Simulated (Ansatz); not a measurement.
**C3H5AlF2: up Jacob's ladder to CCSD(T)**

An exercise on one series of results from a longer session: the logs are not shown, and one member is left open.

Method: functionals in def2-TZVPP, the program's frozen cores in correlated methods; program: Ansatz 0.2.0, Gaussian basis.

Plan: PBE-D4, r2SCAN-D4, PBE0-D4, B3LYP-D4, ωB97X-V, ωB97M-V, B2PLYP; CCSD(T)/def2-TZVPP; MP2/def2-QZVPP; extrapolation to the limit.

### The relaxed structure

All runs share one geometry, relaxed beforehand with PBE0-D4 in a triple-zeta def2 set.

SMILES `C[CH]1[AlH][C]1(F)F`, 11 atoms, charge 0, spin multiplicity 1.

Atoms are counted from 1 here; the program's logs count them from 0.

Bond lengths: C1–C2 1.508 Å, C1–H7 1.092 Å, C1–H8 1.094 Å, C1–H9 1.091 Å, C2–Al3 1.927 Å, C2–C4 1.538 Å, C2–H10 1.106 Å, Al3–C4 1.939 Å, Al3–H11 1.578 Å, C4–F5 1.376 Å, C4–F6 1.357 Å. Angles: C2–C1–H7 110.7°, C2–C1–H8 112.0°, C2–C1–H9 110.8°, H7–C1–H8 107.9°, H7–C1–H9 107.7°, H8–C1–H9 107.6°, C1–C2–Al3 143.2°, C1–C2–C4 121.5°, C1–C2–H10 112.3°, Al3–C2–C4 67.0°, Al3–C2–H10 98.1°, C4–C2–H10 103.9°, C2–Al3–C4 46.9°, C2–Al3–H11 154.6°, C4–Al3–H11 158.5°, C2–C4–Al3 66.1°, C2–C4–F5 110.3°, C2–C4–F6 116.1° and more.

Coordinates:

```xyz
11

C     0.1093   -0.7816   -1.2786
C     0.3833   -0.1642    0.0695
Al   -0.1786   -0.1733    1.9129
C    -0.2846    1.1521    0.5010
F    -1.5508    1.2419   -0.0313
F     0.3597    2.2930    0.1481
H     0.5675   -1.7702   -1.3516
H     0.5005   -0.1691   -2.0970
H    -0.9634   -0.9004   -1.4387
H     1.4612    0.0175    0.2355
H    -0.3388   -0.8026    3.3507
```

The first run:

in.yaml

```yaml
crystal:
  periodic: [false, false, false]
  atoms:
    - {symbol: C, position_ang: [0.109332, -0.781628, -1.278572]}
    - {symbol: C, position_ang: [0.383328, -0.164241, 0.069481]}
    - {symbol: Al, position_ang: [-0.178636, -0.173311, 1.912912]}
    - {symbol: C, position_ang: [-0.284603, 1.152094, 0.500992]}
    - {symbol: F, position_ang: [-1.550787, 1.241858, -0.031326]}
    - {symbol: F, position_ang: [0.359721, 2.292992, 0.148138]}
    - {symbol: H, position_ang: [0.567507, -1.770220, -1.351633]}
    - {symbol: H, position_ang: [0.500475, -0.169102, -2.096954]}
    - {symbol: H, position_ang: [-0.963445, -0.900366, -1.438655]}
    - {symbol: H, position_ang: [1.461221, 0.017490, 0.235516]}
    - {symbol: H, position_ang: [-0.338813, -0.802567, 3.350701]}
basis:
  gaussian: {orbitals: def2-TZVPP}
hamiltonian: {xc: pbe, dispersion: d4}
output: {forces: true, orbitals: {seedname: orbitals}}
```

The run is started by

```console
> ansatz run in.yaml --threads 4 --pin off --events-out ev --progress --plain --max-ram 10444MiB
```

Steps of the session up to this table: PBE-D4 (GGA); r2SCAN-D4 (meta-GGA); PBE0-D4 (hybrid); B3LYP-D4 (hybrid); ωB97X-V (range-separated); ωB97M-V (range-separated); B2PLYP (double hybrid); CCSD(T) in def2-TZVPP; MP2 in def2-QZVPP.

One table of the session follows, with a row left open; its other results are not shown here.

| method | atomisation energy (kcal/mol) |
| --- | --- |
| PBE-D4 | 992.5 |
| r2SCAN-D4 | 968.4 |
| PBE0-D4 | 967.6 |
| B3LYP-D4 | 957.5 |
| ωB97X-V | ? |
| ωB97M-V | 964.7 |
| B2PLYP | 948.7 |
| HF/def2-TZVPP | 679.4 |
| MP2/def2-TZVPP | 958.5 |
| CCSD/def2-TZVPP | 916.0 |
| CCSD(T)/def2-TZVPP | 933.5 |
| MP2/CBS | 984.7 |
| CCSD(T)/CBS | 959.7 |

Estimate the missing values for ωB97X-V.

**Answer.** atomisation energy (kcal/mol): 964.5. In the column «atomisation energy (kcal/mol)» it lies between CCSD(T)/CBS (959.7) and ωB97M-V (964.7).

Limits of these values: Free atoms (3 C, 1 Al, 2 F, 5 H) were run apart at each level; the atomisation energy is their sum less the molecule, without zero-point or spin-orbit terms.
